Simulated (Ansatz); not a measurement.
# GaPHCl (singlet): the correlation ladder, cc-pVDZ

One table from this session's results is given with a row withheld; the runs are named, their logs left out.

The runs use Ansatz 0.2.0, Gaussian basis; cc-pVDZ, core rule «outside noble gas», up to 24 orbitals frozen.

Plan: UHF; CCSD(T) on RHF; BCCD(T) on RHF; CISD; CCSDT(Q) on RHF.

12 further runs of the same task are left out: 6 that didn't finish, 6 set aside as unsound or not needed. Runs told in other sessions of the task aren't counted.

## What is computed

The geometry is a PBE0/def2-TZVP stationary point (not a proven minimum). No spin-orbit coupling is included. The filled d shell of Ga may be among the frozen orbitals whatever the setting's name suggests.

4 atoms, charge 0, spin multiplicity 1.

Atoms are counted from 1 here; the program's logs count them from 0.

Bond lengths: Cl1–Ga2 2.111 Å, Ga2–P3 2.136 Å, P3–H4 1.435 Å. Angles: Cl1–Ga2–P3 178.4°, Ga2–P3–H4 83.1°.

The first run:

The input, in.yaml:

```yaml
crystal:
  periodic: [false, false, false]
  atoms:
    - {symbol: Cl, position_ang: [-0.000007, -0.312331, 2.619641]}
    - {symbol: Ga, position_ang: [0.000020, -0.324448, 0.508224]}
    - {symbol: P, position_ang: [-0.000008, -0.396535, -1.626252]}
    - {symbol: H, position_ang: [-0.000004, 1.033315, -1.501613]}
basis:
  gaussian: {orbitals: cc-pVDZ}
magnetization: {spin_polarized: true, initial_magnetization: 0}
hamiltonian: {xc: hf}
output: {orbitals: {seedname: orbitals}}
```

Run with:

```
$ ansatz run in.yaml --threads 1 --pin off --events-out ev --progress --plain --max-ram 2393MiB
```

Among the steps run: UHF; CCSD(T) on RHF; BCCD(T) on RHF; CISD; CCSDT(Q) on RHF.

One of the session's tables, all rows but one given; the rest of the session is left out.

```
   method  from RCCSDT(Q) (kcal/mol)
      RHF                    +220.58
     RMP2                     +29.03
    RCCSD                          ?
 RCCSD(T)                      +1.45
  BCCD(T)                      +1.42
   RCCSDT                      +0.69
RCCSDT(Q)                          0
```

**Question.** Estimate the row for RCCSD.

The run gave: from RCCSDT(Q) (kcal/mol): +8.90. In the column «from RCCSDT(Q) (kcal/mol)» it lies between RCCSD(T) (+1.45) and RMP2 (+29.03).

Not comparable, so not listed: CISD (they don't share determinant, frozen orbitals or solution with the rows shown, or repeat one).

With the free atoms at the same levels and basis (separate runs), the atomisation energy is 8.112 eV at RCCSDT(Q), 8.074 eV at RCCSD(T), 5.486 eV at RHF.
